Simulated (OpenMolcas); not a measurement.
# CH5FOSi (SMILES CO[SiH2]F) at 6 levels

Wanted: a comparison of 6 runs (HF/STO-3G, B3LYP/6-31G*, B3LYP/def2-SVP, BHLYP/def2-SVP, M06-L/def2-SVP, MP2/def2-SVP) of CH5FOSi. 

The calculation is run with OpenMolcas 26.06.

1 further run of the same task is left out (set aside as unsound or not needed).

## Step 1: The structure to begin with

The species is CH5FOSi (9 atoms), meant as a singlet with charge 0. As SMILES, `CO[SiH2]F`. One bond was lengthened or shortened from a relaxed shape.

Bond lengths: C1–O2 1.412 Å, O2–Si3 2.109 Å, Si3–F4 1.598 Å, C1–H5 1.094 Å, C1–H6 1.091 Å, C1–H7 1.096 Å, Si3–H8 1.474 Å, Si3–H9 1.483 Å. Some angles: C1–O2–Si3 125.2°, O2–Si3–F4 111.1°, O2–C1–H5 110.6°, O2–C1–H6 108.3°, O2–C1–H7 111.7°, O2–Si3–H8 106.8°, O2–Si3–H9 110.6°, F4–Si3–H8 108.2°, F4–Si3–H9 105.9°, H5–C1–H6 108.8°.

## Step 2: A single-point energy at HF/STO-3G (run 1)

The input, calc.inp:

```
&GATEWAY
  BasLib
  $CurrDir
  Coord
  9
  angstrom
  C       -0.553946       1.469745      -0.933766
  O       -1.017346       0.254845      -0.383366
  Si       0.168900      -1.127700       0.679900
  F        1.202000      -1.865200      -0.290100
  H       -0.084146       1.298045      -1.906166
  H       -1.409646       2.132645      -1.068366
  H        0.169654       1.962545      -0.274366
  H       -0.748200      -2.141700       1.231900
  H        0.992400      -0.434200       1.700300
  Basis
  STO-3G
  Group
  NoSym

&SEWARD

&SCF
  Thresholds
  1e-10 1e-07 1e-07 1e-05
  PrOrbitals
  1 2
```

The basis set STO-3G is read from a file made from the Basis Set Exchange's data (not shown).

Launch:

```sh
$ export MOLCAS_MEM=1860
$ pymolcas calc.inp > calc.log
```

Standard output:

```text
--- Start Module: gateway ---
[...]
--- Stop Module: gateway /rc=_RC_ALL_IS_WELL_ ---
--- Start Module: seward ---
[...]
      Basis functions           29
--- Stop Module: seward /rc=_RC_ALL_IS_WELL_ ---
[...]
--- Start Module: scf ---
[...]
       Convergence after  13 Iterations
[...]
::    Total SCF energy                               -497.7475378268
[...]
      Total spin, S                                     0.0000000000
[...]
      Total electronic charge=   42.000000
      Total            charge=   -0.000000
[...]
      Dipole Moment (debye):
      Origin of the operator (angstrom)=    0.0444   -0.5303   -0.0518
                   X=  6.8108E-01               Y=  1.4852E-03               Z=  1.2427E+00           Total=  1.4171E+00
      Quadrupole Moment (debye*angstrom):
[...]
--- Stop Module: scf /rc=_RC_ALL_IS_WELL_ ---
[...]
```

Run time: 2.5 s. Hardware: 1 thread of Intel Xeon Platinum 8259CL at 2.50GHz (Skylake/Cascade Lake), shared host; peak memory 0.37 GiB.

## Step 3: The energy at B3LYP/6-31G(d) (spherical functions) (run 2)

The input, mol.input:

```
&GATEWAY
  BasLib = $CurrDir
  Coord
  9
  angstrom
  C       -0.553946       1.469745      -0.933766
  O       -1.017346       0.254845      -0.383366
  Si       0.168900      -1.127700       0.679900
  F        1.202000      -1.865200      -0.290100
  H       -0.084146       1.298045      -1.906166
  H       -1.409646       2.132645      -1.068366
  H        0.169654       1.962545      -0.274366
  H       -0.748200      -2.141700       1.231900
  H        0.992400      -0.434200       1.700300
  Basis = 6-31Gs
  Group = NoSym

&SEWARD
  GridInput
  Grid=UltraFine
  End of Grid

&SCF
  KSDFT = B3LYP
  Thresholds = 1e-10 1e-07 1e-07 1e-05
  PrOrbitals = 1 1
```

The basis set 6-31G* is read from a file made from the Basis Set Exchange's data (not shown).

Launch:

```sh
$ export MOLCAS_MEM=1860
$ pymolcas mol.input > mol.log
```

Standard output:

```text
--- Start Module: gateway ---
[...]
--- Stop Module: gateway /rc=_RC_ALL_IS_WELL_ ---
--- Start Module: seward ---
[...]
      Basis functions           70
--- Stop Module: seward /rc=_RC_ALL_IS_WELL_ ---
[...]
--- Start Module: scf ---
[...]
       Convergence after  14 Iterations
[...]
::    Total KS-DFT energy                            -505.6903318577
[...]
      Total spin, S                                     0.0000000000
[...]
      Total electronic charge=   42.000000
      Total            charge=   -0.000000
[...]
      Dipole Moment (debye):
      Origin of the operator (angstrom)=    0.0444   -0.5303   -0.0518
                   X=  8.2848E-01               Y=  1.0077E-01               Z=  1.4489E+00           Total=  1.6721E+00
      Quadrupole Moment (debye*angstrom):
[...]
--- Stop Module: scf /rc=_RC_ALL_IS_WELL_ ---
[...]
```

Wall time 27 s (1 thread of Intel Xeon Platinum 8259CL at 2.50GHz (Skylake/Cascade Lake), shared host); peak memory 0.42 GiB.

Runs 3 to 4 aren't shown in full; the table further down has their settings and results.

## Step 4: The energy at M06-L/def2-SVP (run 5)

The input, job.input:

```
* CH5FOSi Kohn-Sham DFT
&GATEWAY
BasLib
$CurrDir
Coord
9
angstrom
C       -0.553946       1.469745      -0.933766
O       -1.017346       0.254845      -0.383366
Si       0.168900      -1.127700       0.679900
F        1.202000      -1.865200      -0.290100
H       -0.084146       1.298045      -1.906166
H       -1.409646       2.132645      -1.068366
H        0.169654       1.962545      -0.274366
H       -0.748200      -2.141700       1.231900
H        0.992400      -0.434200       1.700300
Basis
def2-SVP
Group
NoSym
&SEWARD
GridInput
Grid=UltraFine
End of Grid
&SCF
KSDFT
M06L
Thresholds
1e-10 1e-07 1e-07 1e-05
PrOrbitals
0
```

The basis set def2-SVP is read from a file made from the Basis Set Exchange's data (not shown).

Launch:

```sh
$ export MOLCAS_MEM=1860
$ pymolcas job.input > job.log
```

Standard output:

```text
--- Start Module: gateway ---
[...]
--- Stop Module: gateway /rc=_RC_ALL_IS_WELL_ ---
--- Start Module: seward ---
[...]
      Basis functions           85
--- Stop Module: seward /rc=_RC_ALL_IS_WELL_ ---
[...]
--- Start Module: scf ---
[...]
       Convergence after  16 Iterations
[...]
::    Total KS-DFT energy                            -505.4033126854
[...]
      Total spin, S                                     0.0000000000
[...]
      Total electronic charge=   42.000000
      Total            charge=   -0.000000
[...]
      Dipole Moment (debye):
      Origin of the operator (angstrom)=    0.0444   -0.5303   -0.0518
                   X=  7.4425E-01               Y=  9.8646E-02               Z=  1.4645E+00           Total=  1.6457E+00
      Quadrupole Moment (debye*angstrom):
[...]
--- Stop Module: scf /rc=_RC_ALL_IS_WELL_ ---
[...]
```

Wall time 45 s (1 thread of Intel Xeon Platinum 8259CL at 2.50GHz (Skylake/Cascade Lake), shared host); peak memory 0.47 GiB.

## Step 5: The energy at MP2/def2-SVP (run 6)

The input, run.inp:

```
* CH5FOSi MP2
>>> EXPORT MOLCAS_PRINT=2
&GATEWAY
BasLib = $CurrDir
Coord
9
bohr
C     -1.04680623     2.77741552    -1.76456200
O     -1.92250531     0.48158725    -0.72445675
Si     0.31917474    -2.13104415     1.28482479
F      2.27145080    -3.52471717    -0.54820955
H     -0.15901289     2.45294955    -3.60213169
H     -2.66384487     4.03011497    -2.01891914
H      0.32059960     3.70867256    -0.51847660
H     -1.41389309    -4.04722644     2.32795361
H      1.87536421    -0.82051908     3.21310133
Basis = def2-SVP
Group = NoSym
&SEWARD
&SCF
Thresholds = 1e-10 1e-07 1e-07 1e-05
PrOrbitals = 1 1
&MBPT2
Frozen = 8
```

The basis set def2-SVP is read from a file made from the Basis Set Exchange's data (not shown).

Launch:

```sh
$ export MOLCAS_MEM=1860
$ pymolcas run.inp > run.log
```

Standard output:

```text
--- Start Module: gateway ---
[...]
--- Stop Module: gateway /rc=_RC_ALL_IS_WELL_ ---
[...]
      Basis functions           85
[...]
--- Start Module: scf ---
[...]
       Convergence after  14 Iterations
[...]
::    Total SCF energy                               -503.7678817433
[...]
      Total spin, S                                     0.0000000000
[...]
      Total electronic charge=   42.000000
      Total            charge=   -0.000000
[...]
      Dipole Moment (debye):
      Origin of the operator (angstrom)=    0.0444   -0.5303   -0.0518
                   X=  9.7183E-01               Y=  3.9158E-02               Z=  1.8734E+00           Total=  2.1108E+00
      Quadrupole Moment (debye*angstrom):
[...]
--- Stop Module: scf /rc=_RC_ALL_IS_WELL_ ---
[...]
--- Start Module: mbpt2 ---
[...]
WARNING!
Default frozen orbitals as non valence orbitals is overwritten by user input.
Default values:   5
[...]
       Reference weight ( Cref**2 )         =        0.84808
::    Total MBPT2 energy                             -504.3871703405
[...]
      Total MBPT2 calculations                           0.32      0.37
--- Stop Module: mbpt2 /rc=_RC_ALL_IS_WELL_ ---
[...]
```

It took 9.3 s on 1 thread of Intel Xeon Platinum 8259CL at 2.50GHz (Skylake/Cascade Lake), shared host; peak memory 0.47 GiB.

## Step 6: All runs side by side

```tsv
run	level	integration grid	frozen core orbitals	energy (Eh)	dipole moment (D) of the reference	HOMO energy (eV)	LUMO energy (eV)	wall time
1	HF/STO-3G	–	–	-497.747538	1.42	-7.63	7.58	2.5 s
2	B3LYP/6-31G* (spherical functions)	UltraFine	–	-505.690332	1.67	-6.72	-0.68	27 s
3	B3LYP/def2-SVP	UltraFine	–	-505.456730	1.64	-6.84	-0.75	35 s
4	BHLYP/def2-SVP	UltraFine	–	-505.327876	1.87	-8.71	0.55	30 s
5	M06-L/def2-SVP	UltraFine	–	-505.403313	1.65	-5.79	-1.18	45 s
6	MP2/def2-SVP	–	8	-504.387170	2.11	-11.33	3.31	9.3 s
```

## Step 7: Outcome

| quantity | value |
| --- | --- |
| run 6: total energy | -504.38717 Eh |
| run 6: dipole moment (mean-field density) | 2.11 D |
| run 6: HOMO energy (Hartree–Fock orbitals) | -11.33 eV |
| run 6: LUMO energy (Hartree–Fock orbitals) | 3.31 eV |
| run 6: HOMO–LUMO gap (Hartree–Fock orbitals) | 14.64 eV |
| run 6: correlation energy (8 core orbitals frozen) | -619.3 mEh |

What this shows: Over runs 1, 2, 3, 4, 5 the dipole moment (its size) runs from 1.42 D (HF/STO-3G) to 1.87 D (BHLYP/def2-SVP). The two ends differ in method and basis. Over runs 1, 2, 3, 4, 5 the HOMO–LUMO gap runs from 4.61 eV (M06-L/def2-SVP) to 15.21 eV (HF/STO-3G). Totals of different functionals can't be ranked against each other. In run 1 the basis is minimal, so the values are rough. All runs together took 2.5 min, the longest 45 s.
